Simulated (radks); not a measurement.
**Ce⁴⁺ in [Xe]: an all-electron calculation**

One table from this session's results is given with a row withheld; the runs are named, their logs left out.

The numbers are computed with radks (a radial shooting solver on a logarithmic mesh, Libxc functionals) version 1 (scalar-relativistic Kohn-Sham, BLYP, spin-polarised, spherical densities, finite nucleus), except any that are marked as measured or tabulated.

## The atom as given

- element: cerium (Z = 58)
- charge: +4
- electrons: 54
- configuration: [Xe]
- nuclear rms radius: 4.8771 fm

The outer shells:

Ce⁴⁺
```
[Kr] core
4d [↑↓][↑↓][↑↓][↑↓][↑↓]
5s [↑↓]
5p [↑↓][↑↓][↑↓]
```

The first run:

Input:

```text
Z 58
configuration [Xe] 6s0 4f0 5d0 6p0
relativity scalar-relativistic
functional b88,lyp
spin polarised
nucleus finite rms 4.8771 fm
c 137.035999084
```

Steps of the session up to this table: Self-consistent calculation.

One table of the session follows, with a row left open; its other results are not shown here.

It belongs to the step «Orbitals and density». From the orbitals of this run (lengths in bohr):

| level | <r> | outermost maximum (interpolated) | 90 % within | nodes |
| --- | --- | --- | --- | --- |
| 1s | 0.02457 | 0.0157 | 0.0443 | 0 |
| 2s | 0.1052 | 0.0891 | 0.163 | 1 |
| 2p | 0.09236 | 0.0717 | 0.150 | 0 |
| 3s | 0.2787 | 0.255 | 0.409 | 2 |
| 3p | 0.2767 | 0.249 | 0.415 | 1 |
| 3d | 0.2536 | 0.205 | 0.397 | 0 |
| 4s | 0.6353 | 0.592 | 0.912 | 3 |
| 4p | 0.6718 | 0.618 | 0.976 | 2 |
| 4d | 0.7369 | 0.649 | 1.10 | 1 |
| 5s | ? | ? | ? | ? |
| 5p | 1.645 | 1.49 | 2.36 | 3 |
| 4f | 0.9668 | 0.686 | 1.60 | 0 |
| 5d | 2.139 | 1.87 | 3.14 | 2 |
| 6s | 3.099 | 2.97 | 4.32 | 5 |
| 6p | 3.505 | 3.37 | 4.90 | 4 |

Estimate the missing values for 5s.

**Answer.** <r>: 1.459; outermost maximum (interpolated): 1.34; 90 % within: 2.08; nodes: 4. In the column «<r>» it lies between 4f (0.9668) and 5p (1.645).
